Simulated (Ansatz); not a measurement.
# Rh+ (triplet): energies up the ladder

Aim: energies up the ladder, for Rh+ (triplet), with the cost of each level. Charge +1. Spin multiplicity 3.

Method: the levels named in each step, in Ansatz 0.2.0.

## (1) The system as given

As a file:

```xyz
1

Rh    0.0000    0.0000    0.0000
```

## (2) Single point, PBE0/def2-TZVPP

Contents of input.yaml:

```yaml
crystal:
  periodic: [false, false, false]
  atoms:
    - { symbol: Rh, position_ang: [0.0, 0.0, 0.0] }
magnetization:
  spin_polarized: true
  initial_magnetization: 2
total_charge: 1
basis:
  gaussian: { orbitals: def2-TZVPP }
hamiltonian:
  xc: pbe0
```

Run with:

```sh
$ ansatz run input.yaml --threads 1 --pin off --max-ram 2560MiB --backend cpu --events-out ev --progress --plain --runs-dir out
```

Further steps of the session: Single point, PBE/def2-TZVPP; Single point, r2SCAN/def2-TZVPP; Single point, B3LYP/def2-TZVPP; Single point, wB97M-V/def2-TZVPP; Single point, B2PLYP/def2-TZVPP; Single point, LDA/def2-TZVPP; Single point, PBE0/def2-SVP; Single point, PBE/def2-SVP.

Q: Predict the outcome of this session. Wanted: energy at PBE/def2-SVP.

The runs gave:

| quantity | value |
| --- | --- |
| energy at PBE/def2-SVP | -2998.218 eV |

These totals serve in differences with atoms or fragments at the same level; alone they don't rank the methods. Heavy atoms carry effective core potentials in def2 sets, and spin-orbit coupling is left out.
